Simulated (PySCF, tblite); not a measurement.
# C5H11FOSi: geometry, infrared bands and NMR shifts

Wanted: the infrared bands and NMR shifts of C5H11FOSi (`C[C@@H](F)[C@@H]1CC[Si@H]1O`), by calculation.

Computed with tblite 0.8.0 and PySCF 2.14.0, with density-fitted response routines of our own, on a single molecule in the gas phase. Atoms are numbered from 0 throughout.

### Step 1. Starting geometry

19 atoms, charge 0, multiplicity 1; geometry from: force field or distance geometry start.

Bonds of the start (Å): C0–C1 1.53, C1–F2 1.35, C1–C3 1.51, C3–C4 1.57, C4–C5 1.56, C5–Si6 1.89, Si6–O7 1.66, Si6–C3 1.89, C0–H8 1.10, C0–H9 1.09, C0–H10 1.09, C1–H11 1.10, C3–H12 1.12, C4–H13 1.10, C4–H14 1.11, C5–H15 1.08, C5–H16 1.10, Si6–H17 1.47, O7–H18 0.97.

### Step 2. Geometry optimisation with GFN2-xTB

Job settings and geometry (Å):

```
{"job": {"kind": "relax", "xc": "GFN2-xTB", "basis": "xTB"}, "charge": 0, "multiplicity": 1}
C      2.598900    -0.320100     0.126700
C      1.405600     0.632200    -0.024100
F      1.342700     1.005800    -1.315900
C      0.120500    -0.049900     0.376300
C     -0.485500    -1.134100    -0.585400
C     -1.982700    -0.824500    -0.257200
Si    -1.462600     0.956400     0.108800
O     -2.130900     1.651100     1.455100
H      2.707600    -0.665900     1.161000
H      2.466100    -1.194900    -0.513400
H      3.511000     0.181700    -0.180800
H      1.584300     1.522600     0.589300
H      0.150300    -0.410900     1.433500
H     -0.178800    -2.162800    -0.364500
H     -0.238300    -0.965700    -1.651700
H     -2.679400    -0.959900    -1.070300
H     -2.351100    -1.348100     0.631300
H     -1.503300     1.845700    -1.063000
H     -2.884000     2.250500     1.301700
```

The run is started by

```sh
> OMP_NUM_THREADS=1 python probes_run.py task.json out
```

One launch serves the whole session: the jobs run in the order shown.

**Question.** This job is followed by: GFN2-xTB harmonic vibrations, gas phase; GIAO PBE0/pcSseg-1 NMR shielding, non-relativistic, gas phase. What will the session give for the following? strongest single infrared mode (GFN2-xTB); zero-point energy (GFN2-xTB); ¹³C shifts against TMS (PBE0/pcSseg-1); ¹H shifts against TMS (PBE0/pcSseg-1, means over atoms taken as alike); ¹⁹F shifts against CFCl3 (PBE0/pcSseg-1); ²⁹Si shifts against TMS (PBE0/pcSseg-1); ¹⁷O shifts against H2O (PBE0/pcSseg-1); surface potential, 1st and 99th percentile.

**Answer**, as computed:

| quantity | value |
| --- | --- |
| strongest single infrared mode (GFN2-xTB) | 2318 cm⁻¹, 310 km/mol |
| zero-point energy (GFN2-xTB) | 95.0 kcal/mol |
| ¹³C shifts against TMS (PBE0/pcSseg-1) | 92.9, 47.5, 22.1, 18.9, 14.5 ppm |
| ¹H shifts against TMS (PBE0/pcSseg-1, means over atoms taken as alike) | 5.61, 5.01, 2.04, 1.97, 1.95, 1.53, 1.42, 1.26, 1.24 ppm |
| ¹⁹F shifts against CFCl3 (PBE0/pcSseg-1) | -210.7 ppm |
| ²⁹Si shifts against TMS (PBE0/pcSseg-1) | 1.5 ppm |
| ¹⁷O shifts against H2O (PBE0/pcSseg-1) | 39.4 ppm |
| surface potential, 1st and 99th percentile | -1.25 V and 2.22 V |

In words: Over 69 steps the energy fell by 0.318 eV; of the close pairs, C1–F2 changed most, 1.346 to 1.392 Å. No mode is imaginary among the 51: a minimum at this level. The strongest single mode, at 2318 cm⁻¹, moves mainly H17. GFN2-xTB is a fitted tight-binding method: band positions and strengths are rough. Its intensities can rank the bands wrongly. At PBE0/pcSseg-1: Shielding is most anisotropic at F2 (span 101 ppm, paramagnetic term -96 ppm).
